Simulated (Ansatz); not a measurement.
# AlBFH₅O₂Si: basis-set convergence

One table from this session's results is given with a row withheld; the runs are named, their logs left out.

Method: one geometry, several basis sets; program: Ansatz 0.2.0, Gaussian basis.

Levels to be run: PBE0-D4/def2-SVP; ωB97M-V/def2-SVP; PBE0-D4/def2-QZVPP; ωB97M-V/def2-QZVPP; the functionals' def2-TZVPP values are taken from earlier runs.

### The relaxed structure

All runs share one geometry, relaxed beforehand with PBE0-D4 in a triple-zeta def2 set.

SMILES `O[B](O[SiH3])[AlH][F]`, 11 atoms, charge 0, spin multiplicity 1.

Atoms are counted from 1 here; the program's logs count them from 0.

Bond lengths: O1–B2 1.363 Å, O1–H7 0.958 Å, B2–O3 1.356 Å, B2–Al5 2.165 Å, O3–Si4 1.652 Å, Si4–H8 1.481 Å, Si4–H9 1.484 Å, Si4–H10 1.484 Å, Al5–F6 1.657 Å, Al5–H11 1.589 Å. Angles: B2–O1–H7 114.1°, O1–B2–O3 115.2°, O1–B2–Al5 122.2°, O3–B2–Al5 122.5°, B2–O3–Si4 136.1°, O3–Si4–H8 106.8°, O3–Si4–H9 110.1°, O3–Si4–H10 110.1°, H8–Si4–H9 110.0°, H8–Si4–H10 110.0°, H9–Si4–H10 109.9°, B2–Al5–F6 116.6°, B2–Al5–H11 127.4°, F6–Al5–H11 116.0°.

The first run:

in.yaml

```yaml
crystal:
  periodic: [false, false, false]
  atoms:
    - {symbol: O, position_ang: [-1.384146, -0.044660, -2.006540]}
    - {symbol: B, position_ang: [-0.642560, 0.033226, -0.865236]}
    - {symbol: O, position_ang: [0.303313, -0.928398, -0.723579]}
    - {symbol: Si, position_ang: [1.443903, -1.317844, 0.405638]}
    - {symbol: Al, position_ang: [-0.955729, 1.584120, 0.612209]}
    - {symbol: F, position_ang: [0.028198, 1.550234, 1.944886]}
    - {symbol: H, position_ang: [-2.047056, 0.642545, -2.089412]}
    - {symbol: H, position_ang: [2.140937, -2.526570, -0.089970]}
    - {symbol: H, position_ang: [0.793314, -1.606023, 1.707992]}
    - {symbol: H, position_ang: [2.410326, -0.202087, 0.558743]}
    - {symbol: H, position_ang: [-2.025001, 2.758456, 0.565866]}
basis:
  gaussian: {orbitals: def2-SVP}
hamiltonian: {xc: pbe0, dispersion: d4}
output: {orbitals: {seedname: orbitals}}
```

Run with:

```sh
ansatz run in.yaml --threads 4 --pin off --events-out ev --progress --plain --max-ram 10444MiB
```

Among the steps run: PBE0-D4 in def2-SVP; ωB97M-V in def2-SVP; PBE0-D4 in def2-QZVPP; ωB97M-V in def2-QZVPP.

One table of the session follows, with a row left open; its other results are not shown here.

It belongs to the step «Density functionals: the series». 

| functional | basis | HOMO (eV) | LUMO (eV) |
| --- | --- | --- | --- |
| PBE0-D4 | def2-SVP | -7.36 | -1.84 |
| PBE0-D4 | def2-TZVPP | ? | ? |
| PBE0-D4 | def2-QZVPP | -7.48 | -2.01 |
| ωB97M-V | def2-SVP | -9.48 | -0.04 |
| ωB97M-V | def2-TZVPP | -9.61 | -0.26 |
| ωB97M-V | def2-QZVPP | -9.64 | -0.39 |

Q: Estimate the row for PBE0-D4, def2-TZVPP from the others.

**Answer.** HOMO (eV): -7.46; LUMO (eV): -1.98. In the column «HOMO (eV)» it lies between PBE0-D4, def2-QZVPP (-7.48) and PBE0-D4, def2-SVP (-7.36).
